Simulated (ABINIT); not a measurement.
The system is Al2O3.

```
Al O
1.0
     2.38025    1.37424    4.33187
    -2.38025    1.37424    4.33187
     0.00000   -2.74848    4.33187
Al O
4 6
Direct
  0.35216 0.35216 0.35216
  0.14784 0.14784 0.14784
  0.64784 0.64784 0.64784
  0.85216 0.85216 0.85216
  0.55668 0.94332 0.25000
  0.25000 0.55668 0.94332
  0.94332 0.25000 0.55668
  0.44332 0.05668 0.75000
  0.75000 0.44332 0.05668
  0.05668 0.75000 0.44332
```

```yaml
Program: ABINIT 10.8.3 (patched build)
Task: relaxation of cell and atoms
Functional: LDA
Potentials_or_basis: PseudoDojo NC SR LDA v0.4.1 standard
Cutoff: 1143 eV
k_mesh: 4 × 4 × 4
Occupations: fermi-dirac, width 0.05 eV
Spin: no spin polarisation
```

At the start: pressure -7.2 GPa; volume 8.50 Å³/atom.

Problem. Where does the relaxation end?

Solution. Over 5 steps the energy falls by 5.9 meV/atom and the volume is 8.26 Å³/atom (-2.9 %); space group R-3c (No. 167, to 0.05 Å).

The path:
| step | energy change (eV) | largest force (eV/Å) | pressure (GPa) | volume (Å³) |
| --- | --- | --- | --- | --- |
| 1 | 0.0000 | 0.1342 | -7.20 | 85.02 |
| 2 | -0.0541 | 0.0812 | -1.87 | 83.16 |
| 3 | -0.0582 | 0.0442 | 0.11 | 82.52 |
| 4 | -0.0584 | 0.0328 | 0.08 | 82.53 |
| 5 | -0.0586 | 0.0034 | 0.00 | 82.56 |

Final structure:
```
CELL_PARAMETERS angstrom
2.35710 1.36087 4.28974
-2.35710 1.36087 4.28974
0.00000 -2.72175 4.28974
ATOMIC_POSITIONS crystal
Al 0.35192 0.35192 0.35192
Al 0.14808 0.14808 0.14808
Al 0.64808 0.64808 0.64808
Al 0.85192 0.85192 0.85192
O 0.55579 0.94421 0.25000
O 0.25000 0.55579 0.94421
O 0.94421 0.25000 0.55579
O 0.44421 0.05579 0.75000
O 0.75000 0.44421 0.05579
O 0.05579 0.75000 0.44421
```
